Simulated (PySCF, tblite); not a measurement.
# C5H11Cl2NSi: geometry, infrared bands and NMR shifts

Aim: predict the infrared bands and NMR shifts of C5H11Cl2NSi (`C/C=C\[Si@@H](NC)C(Cl)Cl`).

The runs use tblite 0.8.0 and PySCF 2.14.0, with density-fitted response routines of our own; the level of theory stands in each step. All values are computed, except where a source is named. Atoms are numbered from 0 throughout.

### 1 The molecule as given

20 atoms, charge 0, multiplicity 1; geometry from: force field or distance geometry start.

Bonds of the start (Å): C0–C1 1.51, C1–C2 1.31, C2–Si3 1.87, Si3–N4 1.78, N4–C5 1.43, Si3–C6 1.87, C6–Cl7 1.79, C6–Cl8 1.77, C0–H9 1.11, C0–H10 1.12, C0–H11 1.10, C1–H12 1.11, C2–H13 1.07, Si3–H14 1.45, N4–H15 1.04, C5–H16 1.12, C5–H17 1.12, C5–H18 1.13, C6–H19 1.10.

### 2 Relaxing the molecule with GFN2-xTB

The job: settings as JSON, then the geometry in Å.

```
{"job": {"kind": "relax", "xc": "GFN2-xTB", "basis": "xTB"}, "charge": 0, "multiplicity": 1}
C      2.474500    -0.772200    -0.100100
C      1.888900    -0.034000     1.075900
C      0.705900     0.528600     1.060500
Si    -0.396700     0.498700    -0.448300
N     -1.901200    -0.395500    -0.101400
C     -1.737500    -1.776400     0.211200
C     -0.920700     2.251800    -0.825200
Cl    -2.706000     2.356200    -0.694300
Cl    -0.223900     3.283000     0.434800
H      3.565700    -0.777300     0.092800
H      2.144700    -1.841300    -0.067500
H      2.226400    -0.268300    -1.042700
H      2.473600     0.029900     2.014800
H      0.366900     1.033400     1.943200
H      0.286800     0.001800    -1.622500
H     -2.583400    -0.259000    -0.868600
H     -2.427300    -2.007900     1.061800
H     -1.974200    -2.413500    -0.677900
H     -0.681400    -1.979100     0.557200
H     -0.586100     2.551800    -1.832900
```

Run with:

```bash
> OMP_NUM_THREADS=1 python probes_run.py task.json out
```

This one command runs all jobs of the session in turn.

**Question.** This job is followed by: GFN2-xTB harmonic vibrations, gas phase; GIAO PBE0/pcSseg-1 NMR shielding, non-relativistic, gas phase. Predict these results of the whole session: strongest single infrared mode (GFN2-xTB); zero-point energy (GFN2-xTB); ¹³C shifts against TMS (PBE0/pcSseg-1); ¹H shifts against TMS (PBE0/pcSseg-1, means over atoms taken as alike); ²⁹Si shifts against TMS (PBE0/pcSseg-1); ¹⁵N shifts against NH3 (PBE0/pcSseg-1); ³⁵Cl shifts against HCl (PBE0/pcSseg-1).

As calculated:

| quantity | value |
| --- | --- |
| strongest single infrared mode (GFN2-xTB) | 2155 cm⁻¹, 269 km/mol |
| zero-point energy (GFN2-xTB) | 94.1 kcal/mol |
| ¹³C shifts against TMS (PBE0/pcSseg-1) | 157.5, 128.8, 71.8, 30.0, 25.3 ppm |
| ¹H shifts against TMS (PBE0/pcSseg-1, means over atoms taken as alike) | 7.01, 5.84, 5.43, 5.33, 2.74, 2.04, 0.58 ppm |
| ²⁹Si shifts against TMS (PBE0/pcSseg-1) | -32.0 ppm |
| ¹⁵N shifts against NH3 (PBE0/pcSseg-1) | 14.1 ppm |
| ³⁵Cl shifts against HCl (PBE0/pcSseg-1) | 193, 190 ppm |

The optimisation took 197 steps and gained 0.761 eV; among the close pairs (by a distance rule), Si3–N4 changed most, from 1.784 to 1.711 Å. No mode is imaginary among the 54: a minimum at this level. The strongest single mode, at 2155 cm⁻¹, moves mainly H14. GFN2-xTB is a fitted tight-binding method: band positions and strengths are rough. Its intensities can rank the bands wrongly. C6 stands next to heavy halogen, whose spin-orbit shielding this run leaves out, so the computed shift lies too far downfield, most of all for carbon beside Br or I.
